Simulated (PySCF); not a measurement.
**[TbCl3(H2O)]+: other functionals and bases at one geometry**

The task here is to estimate one member of a computed series from the others.

Method: several levels, as the steps say, no spin–orbit coupling; program: PySCF 2.14.0.

1 further run of the same task is left out (for a known fault of the program).

## The system as given

7 atoms, charge 1, spin multiplicity 1.

Bond lengths: Tb1–Cl2 2.346 Å, Tb1–Cl3 2.344 Å, Tb1–Cl4 2.346 Å, Tb1–O5 2.272 Å, O5–H6 0.974 Å, O5–H7 0.974 Å. Angles: Cl2–Tb1–Cl3 110.7°, Cl2–Tb1–Cl4 112.7°, Cl2–Tb1–O5 107.1°, Cl3–Tb1–Cl4 110.7°, Cl3–Tb1–O5 108.4°, Cl4–Tb1–O5 107.1°, Tb1–O5–H6 126.6°, Tb1–O5–H7 126.6°, H6–O5–H7 106.8°.

As a file:

```xyz
7
charge 1, multiplicity 1
Tb   -0.0724    0.0734   -0.0734
Cl    1.2264    1.5028    1.2587
Cl   -1.4693   -1.2578    1.2578
Cl    1.2264   -1.2587   -1.5028
O    -1.3760    1.3888   -1.3888
H    -1.7146    2.2758   -1.1700
H    -1.7146    1.1700   -2.2758
```

Formal oxidation states: Tb +4. Each metal's 7 4f electrons lie in its core potential, so multiplicities, spins and levels count the valence alone. An earlier session relaxed this geometry at PBE0, Tb lcecp-2-SVP with ECP53, Cl def2-SVP, O def2-SVP, H def2-SVP (singlet, point group Cs).

At PBE0 on the finer grid: E = -1499.356554 Eh, frontier levels not given, since the 4f levels lie in the core, Mulliken charge on Tb1 +1.15 e, largest force component 0.004 eV/Å. 

Levels to run: PBE; B3LYP; PBE0, TZVP. Hardware: 2 threads of Arm Neoverse V1, shared host.

Set-up of the first run:

run.py (the lines that set the calculation) reads:

```python
mol = gto.M(atom='''
Tb    -0.07241     0.07337    -0.07337
Cl     1.22635     1.50276     1.25868
Cl    -1.46935    -1.25777     1.25777
Cl     1.22635    -1.25868    -1.50276
O     -1.37596     1.38883    -1.38883
H     -1.71461     2.27578    -1.16995
H     -1.71461     1.16995    -2.27578''',
    basis={'Tb': 'lcecp-2-SVP', 'Cl': 'def2-SVP', 'O': 'def2-SVP', 'H': 'def2-SVP'},
    ecp={'Tb': 'lcecp-2-SVP'},
    charge=1, spin=0)
mf = dft.RKS(mol, xc='PBE')
mf.grids.atom_grid = (75, 302)  # f atoms: unpruned, at least (60, 302)
mf = mf.density_fit()  # fitting sets: Tb AutoAux, Cl def2-universal-JKFIT, O def2-universal-JKFIT, H def2-universal-JKFIT
mf.conv_tol = 1e-08; mf.max_cycle = 55
mf.kernel(dm0)  # dm0: the density of the relaxed state
```

The run is started by

```
$ OMP_NUM_THREADS=2 python run.py
```

Among the steps run: PBE; B3LYP; PBE0, TZVP.

One table of the session follows, with a row left open; its other results are not shown here.

```
              level  charge on Tb1 (e)  dipole (D)  largest force component (eV/Å)
PBE0 (relaxed here)               1.15        7.84                            0.00
                PBE               0.94        7.56                            0.42
              B3LYP                  ?           ?                               ?
         PBE0, TZVP               1.54        7.73                            0.25
```

**Question.** Estimate the row for B3LYP.

**Answer.** charge on Tb1 (e): 1.06; dipole (D): 7.74; largest force component (eV/Å): 0.21. In the column «charge on Tb1 (e)» it lies between PBE (0.94) and PBE0 (relaxed here) (1.15).

The dipole of a charged species depends on the origin, so these sizes hold for this origin alone.

The largest leftover force, 0.42 eV/Å with PBE, stands at a geometry relaxed at another level. With 4f in the core, its levels are missing from HOMO and gap, and its count is fixed, so no charge can pass from the ligands into it. Total energies of different levels can't be compared.
